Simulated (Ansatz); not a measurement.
# Ca (Calcium): the cost of one run

Program: Ansatz 0.2.0. Level of theory: DFT r2SCAN, scalar-relativistic, plane waves, PAW. These are calculated values, not measurements.

**1. Starting point**

The structure is cubic, space group Fm-3m (No. 225). The conventional cell has a = 5.569 Å, b = 5.569 Å, c = 5.569 Å, α = 90.00°, β = 90.00°, γ = 90.00°. Ca (site symmetry m-3m) has 12 Ca at 3.94 Å as nearest neighbours.

Coordinates:

```cif
data_structure
_symmetry_space_group_name_H-M 'P 1'
_symmetry_Int_Tables_number 1
_cell_length_a 3.9377
_cell_length_b 3.9377
_cell_length_c 3.9377
_cell_angle_alpha 60.000
_cell_angle_beta 60.000
_cell_angle_gamma 60.000
_cell_volume 43.17
loop_
_atom_site_label
_atom_site_type_symbol
_atom_site_fract_x
_atom_site_fract_y
_atom_site_fract_z
_atom_site_occupancy
Ca1 Ca 0.00000 0.00000 0.00000 1
```

This cell was relaxed beforehand with the same method: volume 43.17 Å³/atom, gap on the mesh none (metal).

Bulk energy on matching settings, from an earlier run: -1821.6724 eV/atom.

**2. Cutting the (111) slab**

Planes are indexed in the bulk's conventional cell (Fm-3m (No. 225)), a = 5.569 Å, b = 5.569 Å, c = 5.569 Å, α = 90.00°, β = 90.00°, γ = 90.00°.

The slab is a (111) slab, 12.9 Å thick as cut, with 15 Å of vacuum; its outer planes are Ca (top) and Ca (bottom).

The slab as cut. Layers, bottom to top:

| plane | atoms per cell | height over the lowest (Å) |
| --- | --- | --- |
| 1 | Ca | 0.00 |
| 2 | Ca | 3.22 |
| 3 | Ca | 6.43 |
| 4 | Ca | 9.65 |
| 5 | Ca | 12.86 |

**3. Single point on the unrelaxed (111) slab**

The cell repeats along c, and a dipole correction in the vacuum removes the field between the copies.

File input.yaml:

```yaml
crystal:
  lattice:
    - [3.937748999, 0.0, 0.0]
    - [-1.9688744995, 3.4101906668, 0.0]
    - [0.0, 0.0, 27.8606343769]
  atoms:
    - { symbol: Ca, position: [0.6666666667, 0.3333333333, 0.269197029] }
    - { symbol: Ca, position: [0.3333333333, 0.6666666667, 0.3845985145] }
    - { symbol: Ca, position: [0.0, 0.0, 0.5] }
    - { symbol: Ca, position: [0.6666666667, 0.3333333333, 0.6154014855] }
    - { symbol: Ca, position: [0.3333333333, 0.6666666667, 0.730802971] }
basis:
  ecutwfc: 500
kpoints:
  mp_grid: { grid: [9, 9, 1] }
hamiltonian:
  xc: r2scan
scf:
  occupations: { method: gaussian, width: 0.1 }
output:
  forces: true
  stress: true
  eigenvalues: true
efield:
  axis: 3
  dipole_correction: true
```

The run is started by

```sh
ansatz run input.yaml --threads 1 --pin off --max-ram 2560MiB --backend cpu --events-out ev --progress --plain --runs-dir out
```

**Question.** How long does this run take on 1 thread of Arm Neoverse V1, shared host, and how much memory does it need?

About 37 s, with a peak of 1.2 GiB.
